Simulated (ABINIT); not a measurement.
Runs of ABINIT 10.8.3 (patched build) on GaGe. The structure is cubic, space group F-43m (No. 216). The conventional cell has a = 5.796 Å, b = 5.796 Å, c = 5.796 Å, α = 90.00°, β = 90.00°, γ = 90.00°. Ge (site symmetry -43m) has 4 Ga at 2.51 Å as nearest neighbours. Ga (site symmetry -43m) is surrounded by 4 Ge at 2.51 Å. The cell comes from a database or a generator and needn't be the stable form of this composition.

| task | level | potentials or basis | cell | cutoff (eV) | fine-grid cutoff | gap on the mesh (eV) | pressure (GPa) | V0 of scaled cells (Å³/atom) | B0 (GPa) |
| --- | --- | --- | --- | --- | --- | --- | --- | --- | --- |
| single point | PBEsol | PseudoDojo NC SR PBEsol v0.4.1 standard | atoms moved at random, drawn with an rms of 0.05 Å | 1088 | - | none | -2.3 | - | - |
| single point | PBEsol | PseudoDojo NC SR PBEsol v0.4.1 standard | as given | 1088 | - | none | -2.3 | - | - |
| equation of state | PBEsol | PseudoDojo NC SR PBEsol v0.4.1 standard | as given | 1088 | - | - | - | (a) | 56 |
| equation of state | PBEsol | JTH PAW PBE v2.0 | as given | 599 | 1197.3 eV | - | - | 23.25 | 57 |

Alike in all rows: no spin polarisation; k mesh 8 × 8 × 8; smearing fermi-dirac 0.05 eV.

Q: Estimate the missing entries.

A: (a) 23.24.

Caveats: pressures at fixed basis lie under the slope of the energies (some runs); the PAW data sets were made with another functional, which shifts forces and pressure a little (some runs).

A k mesh can miss the band edges, and the runs leave out spin-orbit coupling on Ga, Ge.

A gap of «none» marks a metal or a gap under the smearing width.

Runs at the PBE level aren't shown here.
